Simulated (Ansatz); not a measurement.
Predict the output of the script below (Ansatz 0.2.0 through its Python package).

The script, `edit.py`:
```python
"""Editing single keys of the input for BaAl2Ga2."""

import warnings

import ansatz as az
from tabulate import tabulate

warnings.simplefilter("ignore", az.DeckWarning)

cell = (
    az.Lattice.of([-2.250879, 2.250879, 5.560661], [2.250879, -2.250879, 5.560661], [2.250879, 2.250879, -5.560661])
    .atom("Ba", [0.0, 0.0, 0.0])
    .atom("Al", [0.75, 0.25, 0.5])
    .atom("Al", [0.25, 0.75, 0.5])
    .atom("Ga", [0.379706, 0.379706, 0.0])
    .atom("Ga", [0.620294, 0.620294, 0.0])
)

calc = cell.calculation()
calc = calc.functional("r2scan").kpoints(mesh=(7, 7, 7))
calc = calc.occupations("gaussian", width=100 * az.meV)
calc = calc.band_table()
typed = calc.input()
rows = []
for value in [4, 6, 9]:
    edited = typed.set(az.key.basis.ecutrho_ratio, value)
    summary = az.Session.from_dict(edited).plan().execute().report
    rows.append((value, summary["free_energy_ev"], summary["n_iterations"], len(summary["eigenvalues_ev"][0]) if "eigenvalues_ev" in summary else 0))
print(tabulate(rows, headers=["density ratio", "F eV", "iterations", "bands listed"], floatfmt=".4f", tablefmt="github"))
```

```console
$ python edit.py
|   density ratio |        F eV |   iterations |   bands listed |
|-----------------|-------------|--------------|----------------|
|               4 | -14628.0234 |            7 |             26 |
|               6 | -14628.0234 |            7 |             26 |
|               9 | -14628.0234 |            7 |             26 |
```

Caveats:
- Total energies depend on the potentials; only differences at equal settings carry meaning. A total without «per atom» is that of the whole cell that was run.
- For a metal this k-point mesh is coarse: on a finer one energies can move by several to tens of meV an atom and pressures by half a GPa or more, differences at one mesh by less.
- This cell is a computed structure, which may not be the phase found in nature.
- The whole script took 41 s on 1 thread of Arm Neoverse V2 (shared host), peak memory 1.1 GiB.
